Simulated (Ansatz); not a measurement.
# LaTe on several prototypes: ranking of structure types by relaxed energy

Wanted for LaTe on several prototypes: a ranking of structure types by relaxed energy.

All numbers are computed with Ansatz 0.2.0 through its Python package. Level of theory: DFT LDA, plane waves, PAW.

**1. Starting point**

LaTe F-43m: Symmetry: F-43m, No. 216, cubic system. The conventional cell has a = 6.880 Å, b = 6.880 Å, c = 6.880 Å, α = 90.00°, β = 90.00°, γ = 90.00°. La (site symmetry -43m) is surrounded by 4 Te at 2.98 Å. Around Te (site symmetry -43m) lie 4 La at 2.98 Å.

LaTe Fm-3m: Symmetry: Fm-3m, No. 225, cubic system. The conventional cell has a = 6.440 Å, b = 6.440 Å, c = 6.440 Å, α = 90.00°, β = 90.00°, γ = 90.00°. La (site symmetry m-3m) has 6 Te at 3.22 Å as nearest neighbours. Around Te (site symmetry m-3m) lie 6 La at 3.22 Å.

LaTe Pm-3m: Symmetry: Pm-3m, No. 221, cubic system. The conventional cell has a = 3.960 Å, b = 3.960 Å, c = 3.960 Å, α = 90.00°, β = 90.00°, γ = 90.00°. La (site symmetry m-3m) has 8 Te at 3.43 Å as nearest neighbours. Around Te (site symmetry m-3m) lie 8 La at 3.43 Å.

The script holds or builds the structure itself.

**2. The code**

Input file late.py:

```python
# -*- coding: utf-8 -*-
'''Relaxed energies of LaTe in several structure types.'''

import logging
import sys

import ansatz as az
import numpy as np
import pandas as pd
import spglib

logging.basicConfig(stream=sys.stdout, format='%(levelname)s %(message)s')
logger = logging.getLogger('ansatz_job')
logger.setLevel(logging.INFO)

K_SPACING = 0.3
SMEARING = 'fermi_dirac'
SIGMA = 0.05


def zincblende(first, second, a):
    return (
        az.Lattice.fcc(a)
        .space_group(216)
        .atom(first, (0, 0, 0))
        .atom(second, (0.25, 0.25, 0.25))
        .primitive()
    )


def rocksalt(A, B, a):
    return (
        az.Lattice.fcc(a)
        .space_group(225)
        .atom(A, (0, 0, 0))
        .atom(B, (0.5, 0.5, 0.5))
        .primitive()
    )


def cscl(a_site, b_site, a):
    return (
        az.Lattice.cubic(a)
        .space_group(221)
        .atom(a_site, (0, 0, 0))
        .atom(b_site, (0.5, 0.5, 0.5))
    )


def run_phase(name, crystal):
    calc = (
        crystal.calculation()
        .functional(az.Functional.LDA)
        .basis(19 * az.Ha)
        .kpoints(spacing=K_SPACING)
        .occupations(SMEARING, width=SIGMA)
        .stress()
        .band_table()
    )
    calc = calc.relax(force_tolerance=0.03, cell=True)
    return calc.run(threads=1)


def pressure_gpa(outcome):
    return float(np.trace(outcome.report['stress_gpa']) / 3)


def space_group(outcome):
    sites = outcome.report['lattice']['sites']
    kinds = sorted({site['symbol'] for site in sites})
    cell = (outcome.lattice.cell_ang, [site['position_frac'] for site in sites], [kinds.index(site['symbol']) for site in sites])
    return spglib.get_spacegroup(cell, symprec=0.01)


def volume_per_atom(outcome):
    return abs(np.linalg.det(outcome.lattice.cell_ang)) / len(outcome.lattice.sites)

# starting lattice constants are rough guesses; the relaxation finds the rest
phases = {}
phases['zincblende'] = zincblende('La', 'Te', 6.88)
phases['rocksalt'] = rocksalt('La', 'Te', 6.44)
phases['CsCl'] = cscl('La', 'Te', 3.96)

done = {}
for name, crystal in phases.items():
    try:
        done[name] = run_phase(name, crystal)
    except az.NonConvergedError as error:
        print(name, 'did not converge:', str(error)[:120])

energy = {name: o.report['energy_sigma0_ev'] / len(o.lattice.sites) for name, o in done.items()}
lowest = min(energy.values())
rows = [(name, len(o.lattice.sites), 1000 * (energy[name] - lowest), pressure_gpa(o), space_group(o), volume_per_atom(o)) for name, o in done.items()]
rows.sort(key=lambda row: row[2])
print(pd.DataFrame(rows, columns=['phase', 'atoms', 'dE (meV/atom)', 'P (GPa)', 'space group', 'V (A^3/atom)']).round(4).to_string(index=False))
print('lowest in energy:', rows[0][0])
```

**3. What the engine is handed**

The engine receives this input (first run):

```yaml
crystal:
  lattice:
    bravais: fcc
    a: 6.88
  space_group: 216
  atoms:
    - { symbol: La, position: [0.0, 0.0, 0.0] }
    - { symbol: Te, position: [0.25, 0.25, 0.25] }
  reduce_to_primitive: true
basis:
  ecutwfc: 517.016338673772
kpoints:
  mp_grid:
    kspacing: 0.3
hamiltonian:
  xc: lda
scf:
  occupations:
    method: fermi_dirac
    width: 0.05
relax:
  f_tol: 0.03
  cell: {}
output:
  stress: true
  eigenvalues: true
```

**4. Running it**

Run with:

```sh
> python late.py
```

**Question.** Which of these structures comes out lowest, and how far apart are they?

The runs gave:

| quantity | value |
| --- | --- |
| runs compared | 3 |
| lowest | run 2 (Fm-3m) |
| next above it by | 106.2 meV/atom |

In words: By space group at the end of each run: Fm-3m (+0 meV an atom, 31.9 Å³), Pm-3m (+106 meV an atom, 28.4 Å³) and F-43m (+708 meV an atom, 44.2 Å³). In run 1, over 3 moves the cell grew by 8.7 % in volume, and the space group stayed F-43m. In run 2, the volume shrank by 4.4 % over 3 moves, and the space group stayed Fm-3m. Reading the output:
- For the metals among these cells the mesh is coarse, so their volumes and pressures are rough.
- Pressure is positive in compression.
- The cells are built on prototypes, so they need not be phases found in nature. Rows bear the name of their start, and a relaxation keeps or raises the symmetry. Differences under about 40 meV an atom lie within the error of mesh and functional.
